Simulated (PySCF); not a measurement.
# C6H12NSi3: the cost of one run

Programs: PySCF 2.14.0, with routines of our own; each step states its level. All values are computed. Atoms count from 0.

### 1 The system as given

22 atoms, charge 0, multiplicity 2; geometry from: GFN2-xTB.

### 2 Open-shell or spin-flip excitations: unrestricted TDA PBE0/def2-SVP

The job: settings as JSON, then the geometry in Å.

```
{"job": {"kind": "uabs", "xc": "PBE0", "basis": "def2-SVP", "nstates": 10, "tda": true}, "charge": 0, "multiplicity": 2}
Si    -3.073274     1.237424     1.767992
C     -1.983992     0.260576     0.652112
C     -2.512993    -0.723576    -0.195789
C     -1.688878    -1.422497    -1.050324
C     -0.327624    -1.166635    -1.089543
C      0.228872    -0.188157    -0.264373
N      1.602267     0.076791    -0.294833
Si     2.442330     0.004500    -1.821251
Si     2.414634     0.477534     1.194477
C     -0.608635     0.514668     0.588133
H     -4.427250     0.765059     1.992895
H     -2.465833     2.033706     2.817794
H     -3.572057    -0.937189    -0.168931
H     -2.103078    -2.187983    -1.692095
H      0.313675    -1.736326    -1.744748
H      3.555952     0.944777    -1.723881
H      1.498782     0.413437    -2.859705
H      2.955615    -1.347373    -2.075276
H      1.741641    -0.247715     2.271041
H      3.797939     0.034005     1.042816
H      2.384737     1.925343     1.441117
H     -0.183239     1.289016     1.211525
```

Method: unrestricted TDA PBE0/def2-SVP, vertical, gas phase, core orbitals frozen in the response.

Command:

```sh
$ OMP_NUM_THREADS=1 python excited_run.py task.json out
```

The driver reads the jobs from task.json and runs them one after another.

Q: Estimate the wall time and peak memory of this first job on 1 thread of Arm Neoverse V1, shared host.

About 1.8 min, with a peak of 0.9 GiB.
